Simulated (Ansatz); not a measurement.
# Co2Ru3: one candidate of a structure search

The task: take a trial cell of Co2Ru3 to zero force and stress.

Program: Ansatz 0.2.0. Level of theory: DFT PBE, scalar-relativistic, plane waves, PAW. These are calculated values, not measurements.

1 further run of the same task is left out (set aside as unsound or not needed).

## Step 1: The structure to begin with

The structure is trigonal, space group R-3m (No. 166). Conventional cell: a = 2.585 Å, b = 2.585 Å, c = 31.654 Å, α = 90.00°, β = 90.00°, γ = 120.00°. Co (site symmetry 3m) has 9 Co at 2.58 Å and 3 Ru at 2.58 Å as nearest neighbours. Around Ru (site symmetry 3m) lie 3 Co at 2.58 Å and 9 Ru at 2.58 Å. Ru (site symmetry -3m) is surrounded by 12 Ru at 2.58 Å.

Coordinates:

```
CELL_PARAMETERS angstrom
1.29226 0.74609 10.55124
-1.29226 0.74609 10.55124
0.00000 -1.49217 10.55124
ATOMIC_POSITIONS crystal
Co 0.20000 0.20000 0.20000
Co 0.80000 0.80000 0.80000
Ru 0.40000 0.40000 0.40000
Ru 0.00000 0.00000 0.00000
Ru 0.60000 0.60000 0.60000
```

The start is an ordering of an alloy on its end members' structure types: elements ordered on the sites of the Al type, Co/Ru on Al (R-3m, No. 166).

## Step 2: A first look at the guess

Contents of input.yaml:

```yaml
crystal:
  lattice:
    - [1.29225817, 0.7460856, 10.55124375]
    - [-1.29225817, 0.7460856, 10.55124375]
    - [0.0, -1.4921712, 10.55124375]
  atoms:
    - { symbol: Co, position: [0.2, 0.2, 0.2], spin: 3.0 }
    - { symbol: Co, position: [0.8, 0.8, 0.8], spin: 3.0 }
    - { symbol: Ru, position: [0.4, 0.4, 0.4] }
    - { symbol: Ru, position: [0.0, 0.0, 0.0] }
    - { symbol: Ru, position: [0.6, 0.6, 0.6] }
basis:
  ecutwfc: 420
kpoints:
  mp_grid: { grid: [6, 6, 6] }
hamiltonian:
  xc: pbe
scf:
  occupations: { method: gaussian, width: 0.1 }
  lower_state_search: "off"
output:
  forces: true
  stress: true
  eigenvalues: true
  populations: true
magnetization:
  spin_polarized: true
```

The run is started by

```
ansatz run input.yaml --threads 4 --pin off --max-ram 8192MiB --backend cpu --events-out ev --progress --plain --runs-dir out
```

Further runs follow: coarse relaxation; full relaxation.

Before running it: what results should come out? Wanted: conventional cell; volume; energy over the elements; gap on the mesh; total moment.

The runs gave:

```
                              quantity                                                                        value
symmetry at the end (tolerance 0.05 Å)                                                   space group R-3m (No. 166)
                     conventional cell  a = 2.651 Å, b = 2.651 Å, c = 31.712 Å, α = 90.00°, β = 90.00°, γ = 120.00°
                                volume                                                                12.86 Å³/atom
              energy over the elements                                                                +0.16 eV/atom
                       gap on the mesh                                                                 none (metal)
                          total moment                                                                 3.19 μB/cell
```

In words: The space group R-3m (No. 166) is kept, and the volume per atom grows by 5.4 % from the first guess. The formation energy is positive, so the separate elements lie lower. No finished test with a distortion of lower symmetry is shown, so the end may be a saddle point. Other magnetic orders were not searched.
